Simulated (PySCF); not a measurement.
# CH8BOP: the cost of one run

Computed with PySCF 2.14.0, with density-fitted response routines of our own, on a single molecule in the gas phase. Atoms are numbered from 0 throughout.

## 1. The molecule as given

12 atoms, charge 0, multiplicity 1; geometry from: GFN2-xTB. The atoms were then displaced at random by about 0.01 Å, so the start is not that level's minimum.

Bonds of the start (Å): C0–O1 1.37, O1–B2 1.49, B2–P3 1.99, C0–H4 1.11, C0–H5 1.09, C0–H6 1.12, B2–H7 1.18, B2–H8 1.20, P3–H9 1.38, P3–H10 1.36, P3–H11 1.36.

## 2. Optimising the geometry at PBE0-D3(BJ)/def2-SVP

The job: settings as JSON, then the geometry in Å.

```
{"job": {"xc": "PBE0", "basis": "def2-SVP", "d3": "d3bj", "grid": 1, "shake": 0.01, "kind": "geom"}, "charge": 0, "multiplicity": 1}
C     -1.704720     0.695560     0.391050
O     -0.379980     0.361910     0.358390
B      0.044020    -1.058950     0.264380
P      1.805070    -0.140080     0.323380
H     -2.239140     0.378550    -0.533990
H     -2.234400     0.279990     1.249550
H     -1.784420     1.807260     0.455130
H     -0.108420    -1.593820    -0.772940
H     -0.123380    -1.716090     1.260220
H      1.825420     0.677280     1.432070
H      3.110150    -0.528880     0.309300
H      1.829490     0.808990    -0.652460
```

Launch:

```
OMP_NUM_THREADS=1 python probes_run.py task.json out
```

This one command runs all jobs of the session in turn.

**Question.** How long does this first job take on 1 thread of Arm Neoverse V1, shared host, and how much memory does it need?

About 31 s, with a peak of 0.4 GiB.
